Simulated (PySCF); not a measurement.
# C3H8N2Si: the cost of one run

Computed with PySCF 2.14.0, with density-fitted response routines of our own, on a single molecule in the gas phase. Atoms are numbered from 0 throughout.

## Step 1: The starting structure

14 atoms, charge 0, multiplicity 1; geometry from: GFN2-xTB.

Bonds of the start (Å): C0–C1 1.32, C1–C2 1.51, C2–N3 1.46, N3–Si4 1.73, Si4–N5 1.72, Si4–C1 1.89, C0–H6 1.08, C0–H7 1.08, C2–H8 1.10, C2–H9 1.10, N3–H10 1.01, Si4–H11 1.46, N5–H12 1.01, N5–H13 1.00.

## Step 2: Excited states and response: wB97X-D/def2-SVPD

The job: settings as JSON, then the geometry in Å.

```
{"job": {"kind": "uv", "xc": "wB97X-D", "basis": "def2-SVPD", "nstates": 8, "ntriplets": 3}, "charge": 0, "multiplicity": 1}
C     -1.482998     1.499422     0.762559
C     -0.757694     0.416209     0.575738
C     -1.190601    -0.956080     0.129587
N      0.158160    -1.493837     0.005230
Si     1.036856    -0.170958     0.690848
N      2.211598     0.661743    -0.243159
H     -2.552216     1.514245     0.602910
H     -1.037370     2.426017     1.083911
H     -1.734130    -0.971795    -0.821867
H     -1.798253    -1.469859     0.884521
H      0.296583    -2.483892    -0.110964
H      1.641139    -0.342632     2.011135
H      2.019099     0.899691    -1.202053
H      3.189149     0.471253    -0.110537
```

Method: TDDFT wB97X-D/def2-SVPD, vertical, gas phase, core orbitals frozen in the response.

On the command line:

```
$ OMP_NUM_THREADS=1 python probes_run.py task.json out
```

This one command runs all jobs of the session in turn.

Q: Estimate the wall time and peak memory of this first job on 1 thread of Arm Neoverse N1, shared host.

About 62 s, with a peak of 0.77 GiB.
